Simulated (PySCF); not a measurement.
# C3H8BO2P: the cost of one run

Computed with PySCF 2.14.0 and routines of our own; the level stands in each step. Atoms count from 0.

## 1. The starting structure

15 atoms, charge 0, multiplicity 1; geometry from: GFN2-xTB.

## 2. Magnetic properties: GIAO BHandHLYP/pcSseg-1

Job settings and geometry (Å):

```
{"job": {"kind": "mag", "xc": "BHandHLYP", "basis": "pcSseg-1", "isotopologues": 2}, "charge": 0, "multiplicity": 1}
C      3.084543    -0.156623     0.890289
C      1.888535     0.221013     0.475131
O      0.807688    -0.607220     0.560942
B     -0.441936    -0.293796     0.149421
P     -1.749216    -1.672994     0.520333
O     -0.702589     0.906406    -0.398769
C     -1.975553     1.331025    -0.815854
H      3.926173     0.505601     0.818041
H      3.246170    -1.131847     1.313698
H      1.690571     1.195252     0.045965
H     -0.820610    -2.686454     0.612181
H     -2.050322    -1.955775    -0.800579
H     -2.001485     1.366520    -1.907830
H     -2.758409     0.654331    -0.455794
H     -2.147975     2.332550    -0.417642
```

With the program's defaults for keys left out, this is: GIAO BHandHLYP/pcSseg-1 magnetisability, rotational g tensor and spin-rotation constants, non-relativistic, gas phase.

The run is started by

```sh
> OMP_NUM_THREADS=1 python excited_run.py task.json out
```

The driver reads the jobs from task.json and runs them one after another.

Q: Estimate the wall time and peak memory of this first job on 1 thread of Arm Neoverse N1, shared host.

About 40 s, with a peak of 0.75 GiB.
